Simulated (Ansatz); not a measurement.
# C3H7NZn: the cost of one run

Program: Ansatz 0.2.0, Gaussian basis. Level of theory: the settings change from run to run. These are calculated values, not measurements.

**1. The geometry**

The geometry comes from an earlier relaxation with PBE0-D4 in a triple-zeta def2 set; it is a stationary point, not always the lowest conformer.

SMILES `C=C[NH][Zn][CH3]`, 12 atoms, charge 0, spin multiplicity 1.

Atoms are counted from 1 here; the program's logs count them from 0.

Bond lengths: C1–C2 1.338 Å, C1–H6 1.080 Å, C1–H7 1.087 Å, C2–N3 1.373 Å, C2–H8 1.090 Å, N3–Zn4 1.837 Å, N3–H9 1.006 Å, Zn4–C5 1.924 Å, C5–H10 1.092 Å, C5–H11 1.092 Å, C5–H12 1.092 Å. Angles: C2–C1–H6 120.6°, C2–C1–H7 122.2°, H6–C1–H7 117.2°, C1–C2–N3 127.0°, C1–C2–H8 118.0°, N3–C2–H8 114.9°, C2–N3–Zn4 125.2°, C2–N3–H9 113.3°, Zn4–N3–H9 121.5°, N3–Zn4–C5 178.8°, Zn4–C5–H10 110.9°, Zn4–C5–H11 110.9°, Zn4–C5–H12 110.5°, H10–C5–H11 108.2°, H10–C5–H12 108.1°, H11–C5–H12 108.3°.

As a file:

```csv
atom,x (Å),y (Å),z (Å)
C1,-1.9599,-0.0266,1.0983
C2,-0.9066,-0.6342,1.6572
N3,0.3634,-0.7260,1.1435
Zn4,0.9117,-0.0176,-0.4602
C5,1.5220,0.7122,-2.1320
H6,-2.9180,-0.0174,1.5972
H7,-1.8966,0.4743,0.1351
H8,-1.0467,-1.1153,2.6247
H9,0.9971,-1.2318,1.7384
H10,2.6134,0.7413,-2.1686
H11,1.1687,0.1098,-2.9714
H12,1.1517,1.7314,-2.2621
```

**2. PBE0/def2-TZVPD**

Set apart from the defaults: D3(BJ) with three-body dispersion, relativity set to none.

File in.yaml:

```yaml
crystal:
  periodic: [false, false, false]
  atoms:
    - {symbol: C, position_ang: [-1.959924, -0.026608, 1.098269]}
    - {symbol: C, position_ang: [-0.906580, -0.634174, 1.657199]}
    - {symbol: N, position_ang: [0.363371, -0.725972, 1.143534]}
    - {symbol: Zn, position_ang: [0.911653, -0.017650, -0.460215]}
    - {symbol: C, position_ang: [1.522041, 0.712154, -2.131956]}
    - {symbol: H, position_ang: [-2.918006, -0.017382, 1.597166]}
    - {symbol: H, position_ang: [-1.896631, 0.474300, 0.135079]}
    - {symbol: H, position_ang: [-1.046697, -1.115345, 2.624720]}
    - {symbol: H, position_ang: [0.997052, -1.231833, 1.738387]}
    - {symbol: H, position_ang: [2.613354, 0.741276, -2.168647]}
    - {symbol: H, position_ang: [1.168652, 0.109813, -2.971429]}
    - {symbol: H, position_ang: [1.151718, 1.731432, -2.262107]}
basis:
  gaussian: {orbitals: def2-TZVPD}
hamiltonian: {xc: {name: PBE0}, dispersion: d3bjatm, pseudopotentials: {relativity: none}}
output: {forces: true}
```

On the command line:

```sh
> ansatz run in.yaml --threads 4 --pin off --events-out ev --progress --plain --max-ram 10444MiB
```

What time and memory should one allow on 4 threads of Arm Neoverse V2, shared host?

About 6 s, with a peak of 0.84 GiB.
